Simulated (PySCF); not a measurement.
# Mo⁺: excitation energy in x2c-QZVPPall

Wanted: the excitation energy of molybdenum, up a ladder of methods.

Program: PySCF 2.14.0. Level of theory: unrestricted determinants in a Gaussian basis, no spin-orbit coupling in the energies. These are calculated values, not measurements, unless marked.

### 1 What is computed

| Property | Result |
| --- | --- |
| Element | molybdenum (Z = 42) |
| Basis | x2c-QZVPPall |
| Hamiltonian | scalar relativity by spin-free X2C-1e |
| State 1 | Mo⁺: [Kr] 4d4 5p1, one real determinant (an excited configuration) |
| Needed too, but not shown | Mo⁺ [Kr] 4d5 (6S) |
| Methods | UHF, LDA, PBE, PBE0, r2SCAN, wB97X, BLYP, PW91, MP2 |
| Core shells frozen in the correlated runs | valence: [Kr]; valence and next inner shell: [Ar] 3d10 (for Mo⁺) |

The outer shells:

Mo+ [Kr] 4d4 5p1
```
[Kr] core
4d [↑ ][↑ ][↑ ][↑ ][  ]
5p [↑ ][  ][  ]
```

One driver process ran all states and methods and kept the integrals in memory. Each run is shown as a PySCF script that sums up its settings (the driver passes frozen orbitals as a list and adds second-order terms of double hybrids); the logs are those of the runs themselves. The driver starts from symmetry-adapted Hartree-Fock orbitals, holds the occupation by maximum overlap and uses a logarithmic radial grid for functionals, so a plain start would take other cycles.

The integrals over 111 functions and the set-up took 2.3 s of CPU time.

### 2 Mo⁺ [Kr] 4d4 5p1: the ladder of methods

#### UHF

input.py reads:

```python
from pyscf import gto, scf, dft, mp, cc
import basis_set_exchange as bse
mol = gto.M(atom="Mo 0 0 0", charge=1, spin=5, symmetry="D2h",
            basis=gto.basis.parse(bse.get_basis("x2c-QZVPPall", elements=["Mo"], fmt="nwchem")),
            nucmod="G")
mf = scf.UHF(mol).sfx2c1e()
mf.irrep_nelec = {'Ag': (7, 6), 'B1g': (2, 1), 'B2g': (2, 1), 'B3g': (2, 1), 'B1u': (4, 3), 'B2u': (3, 3), 'B3u': (3, 3)}
mf.kernel()
```

#### LDA

Changes to input.py:

```diff
@@ -5,3 +5,3 @@
             nucmod="G")
-mf = scf.UHF(mol).sfx2c1e()
+mf = dft.UKS(mol, xc="LDA,VWN").sfx2c1e()
 mf.irrep_nelec = {'Ag': (7, 6), 'B1g': (2, 1), 'B2g': (2, 1), 'B3g': (2, 1), 'B1u': (4, 3), 'B2u': (3, 3), 'B3u': (3, 3)}
```

#### PBE

Changes to input.py:

```diff
@@ -5,3 +5,3 @@
             nucmod="G")
-mf = dft.UKS(mol, xc="LDA,VWN").sfx2c1e()
+mf = dft.UKS(mol, xc="PBE").sfx2c1e()
 mf.irrep_nelec = {'Ag': (7, 6), 'B1g': (2, 1), 'B2g': (2, 1), 'B3g': (2, 1), 'B1u': (4, 3), 'B2u': (3, 3), 'B3u': (3, 3)}
```

#### PBE0

Changes to input.py:

```diff
@@ -5,3 +5,3 @@
             nucmod="G")
-mf = dft.UKS(mol, xc="PBE").sfx2c1e()
+mf = dft.UKS(mol, xc="PBE0").sfx2c1e()
 mf.irrep_nelec = {'Ag': (7, 6), 'B1g': (2, 1), 'B2g': (2, 1), 'B3g': (2, 1), 'B1u': (4, 3), 'B2u': (3, 3), 'B3u': (3, 3)}
```

#### r2SCAN

Changes to input.py:

```diff
@@ -5,3 +5,3 @@
             nucmod="G")
-mf = dft.UKS(mol, xc="PBE0").sfx2c1e()
+mf = dft.UKS(mol, xc="R2SCAN").sfx2c1e()
 mf.irrep_nelec = {'Ag': (7, 6), 'B1g': (2, 1), 'B2g': (2, 1), 'B3g': (2, 1), 'B1u': (4, 3), 'B2u': (3, 3), 'B3u': (3, 3)}
```

#### wB97X

Changes to input.py:

```diff
@@ -5,3 +5,3 @@
             nucmod="G")
-mf = dft.UKS(mol, xc="R2SCAN").sfx2c1e()
+mf = dft.UKS(mol, xc="WB97X").sfx2c1e()
 mf.irrep_nelec = {'Ag': (7, 6), 'B1g': (2, 1), 'B2g': (2, 1), 'B3g': (2, 1), 'B1u': (4, 3), 'B2u': (3, 3), 'B3u': (3, 3)}
```

#### BLYP

Changes to input.py:

```diff
@@ -5,3 +5,3 @@
             nucmod="G")
-mf = dft.UKS(mol, xc="WB97X").sfx2c1e()
+mf = dft.UKS(mol, xc="BLYP").sfx2c1e()
 mf.irrep_nelec = {'Ag': (7, 6), 'B1g': (2, 1), 'B2g': (2, 1), 'B3g': (2, 1), 'B1u': (4, 3), 'B2u': (3, 3), 'B3u': (3, 3)}
```

#### PW91

Changes to input.py:

```diff
@@ -5,3 +5,3 @@
             nucmod="G")
-mf = dft.UKS(mol, xc="BLYP").sfx2c1e()
+mf = dft.UKS(mol, xc="PW91,PW91").sfx2c1e()
 mf.irrep_nelec = {'Ag': (7, 6), 'B1g': (2, 1), 'B2g': (2, 1), 'B3g': (2, 1), 'B1u': (4, 3), 'B2u': (3, 3), 'B3u': (3, 3)}
```

#### MP2 (valence)

Changes to input.py:

```diff
@@ -5,4 +5,5 @@
             nucmod="G")
-mf = dft.UKS(mol, xc="PW91,PW91").sfx2c1e()
+mf = scf.UHF(mol).sfx2c1e()
 mf.irrep_nelec = {'Ag': (7, 6), 'B1g': (2, 1), 'B2g': (2, 1), 'B3g': (2, 1), 'B1u': (4, 3), 'B2u': (3, 3), 'B3u': (3, 3)}
 mf.kernel()
+mp.UMP2(mf, frozen=18).kernel()
```

### 3 Mo⁺ [Kr] 4d4 5p1, continued

#### MP2 (valence and next inner shell)

input.py: that of step 2 with these lines changed.

```diff
@@ -8,2 +8,2 @@
 mf.kernel()
-mp.UMP2(mf, frozen=18).kernel()
+mp.UMP2(mf, frozen=14).kernel()
```

**Question.** What will these runs give?

As calculated:

| quantity | value |
| --- | --- |
| excitation energy, Mo⁺ → [Kr] 4d4 5p1 | UHF 5.522, MP2 (valence and next inner shell) 6.080 eV |

**Reading.** The methods span 0.558 eV, from UHF (5.522) to MP2 (valence and next inner shell) (6.080). No reference value is at hand in this session. The basis is finite, and no extrapolation was made.
